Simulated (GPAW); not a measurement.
NiAu3:

```
Au Ni
1.0
     4.02817    0.00000    0.00000
     0.00000    4.02817    0.00000
     0.00000    0.00000    4.02817
Au Ni
3 1
Direct
  0.50000 0.50000 0.00000
  0.00000 0.50000 0.50000
  0.50000 0.00000 0.50000
  0.00000 0.00000 0.00000
```

The cell comes from a database or a generator and needn't be the stable form of this composition.

- Program: GPAW 26.7.0
- Task: relaxation of cell and atoms
- Functional: PBEsol
- Dispersion: D3(BJ)
- Potentials or basis: PAW data sets generated in the run's folder for this functional
- Cutoff: 600 eV
- Basis: pw
- k mesh: 5 × 5 × 5
- Occupations: fermi-dirac, width 0.05 eV
- Spin: collinear spin, ferromagnetic start
- Starting moments: [0.0, 0.0, 0.0, 1.0] μB

At the start: pressure -12.2 GPa; volume 16.34 Å³/atom.

Where does the relaxation end?

Over 4 steps the energy falls by 46.2 meV/atom and the volume is 15.21 Å³/atom (-6.9 %); space group Pm-3m (No. 221, to 0.05 Å); moment 0.00 μB per cell.

The path:
```tsv
step	energy change (eV)	largest force (eV/Å)	pressure (GPa)	volume (Å³)
1	0.0000	0.0000	-12.24	65.36
2	-0.0612	0.0000	-10.26	64.49
3	-0.1836	0.0000	1.05	60.49
4	-0.1847	0.0000	-0.06	60.83
```

Final structure:
```
CELL_PARAMETERS angstrom
3.93286 0.00000 0.00000
0.00000 3.93286 0.00000
0.00000 0.00000 3.93286
ATOMIC_POSITIONS crystal
Au 0.50000 0.50000 0.00000
Au 0.00000 0.50000 0.50000
Au 0.50000 0.00000 0.50000
Ni 0.00000 0.00000 0.00000
```

Caveat: with this Au data set, volumes or pressures lay over 1.5 % or 2 GPa off other programs in two to four cells of ten; each step starts from the last one's moments, so a moment once lost doesn't come back; the stock nickel data set gives pressures a few GPa off other programs; later steps reuse the first step's grids; pairwise dispersion overbinds metals, which lowers pressure and volume.
